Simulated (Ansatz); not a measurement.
**CH₂FOSi+ (SMILES [CH+]=[Si](O)F): single points off equilibrium**

The task here is to estimate one member of a computed series from the others.

Program: Ansatz 0.2.0, Gaussian basis. Level of theory: single points in def2-TZVPP. These are calculated values, not measurements.

Correlated methods freeze the cores.

## Starting geometry

6 atoms, charge 1, spin multiplicity 1.

Atoms are counted from 1 here; the program's logs count them from 0.

Bond lengths: C1–Si2 1.895 Å, C1–H5 1.157 Å, Si2–O3 1.637 Å, Si2–F4 1.637 Å, O3–H6 1.041 Å. Angles: Si2–C1–H5 128.6°, C1–Si2–O3 135.9°, C1–Si2–F4 114.1°, O3–Si2–F4 108.5°, Si2–O3–H6 143.4°.

Geometry (Å):

```xyz
6
charge 1, multiplicity 1
C    -1.07090    1.05000   -0.78950
Si   -0.06050   -0.36440   -0.03420
O     0.95880   -0.53360    1.23610
F    -0.51920   -1.85400   -0.53560
H    -0.85720    1.65580   -1.75140
H     1.55250   -0.00370    1.90700
```

The first run:

Input file run/in.yaml:

```yaml
crystal:
  periodic: [false, false, false]
  atoms:
    - {symbol: C, position_ang: [-1.070900, 1.050000, -0.789500]}
    - {symbol: Si, position_ang: [-0.060500, -0.364400, -0.034200]}
    - {symbol: O, position_ang: [0.958800, -0.533600, 1.236100]}
    - {symbol: F, position_ang: [-0.519200, -1.854000, -0.535600]}
    - {symbol: H, position_ang: [-0.857200, 1.655800, -1.751400]}
    - {symbol: H, position_ang: [1.552500, -0.003700, 1.907000]}
basis:
  gaussian: {orbitals: def2-TZVPP}
total_charge: 1
correlation: {method: ccsd_t}
output: {forces: true}
```

The command line of these runs was not kept.

Steps of the session up to this table: CCSD(T)/def2-TZVPP; PBE0-D4/def2-TZVPP; wB97M-V/def2-TZVPP; r2SCAN-D4/def2-TZVPP; PBE-D4/def2-TZVPP; revPBE-D4/def2-TZVPP; wB97X-V/def2-TZVPP.

One table of the session follows, with a row left open; its other results are not shown here.

| method | RMS force component (eV/Å) | angle to CCSD(T) forces (°) |
| --- | --- | --- |
| CCSD(T) | 1.388 | reference |
| PBE0-D4 | 1.382 | 3.3 |
| wB97M-V | 1.363 | 4.2 |
| r2SCAN-D4 | 1.313 | 4.0 |
| PBE-D4 | 1.068 | 8.1 |
| revPBE-D4 | ? | ? |
| wB97X-V | 1.380 | 4.7 |

Estimate the missing values for revPBE-D4.

The run gave: RMS force component (eV/Å): 1.046; angle to CCSD(T) forces (°): 10.3. In the column «RMS force component (eV/Å)» it is the lowest.
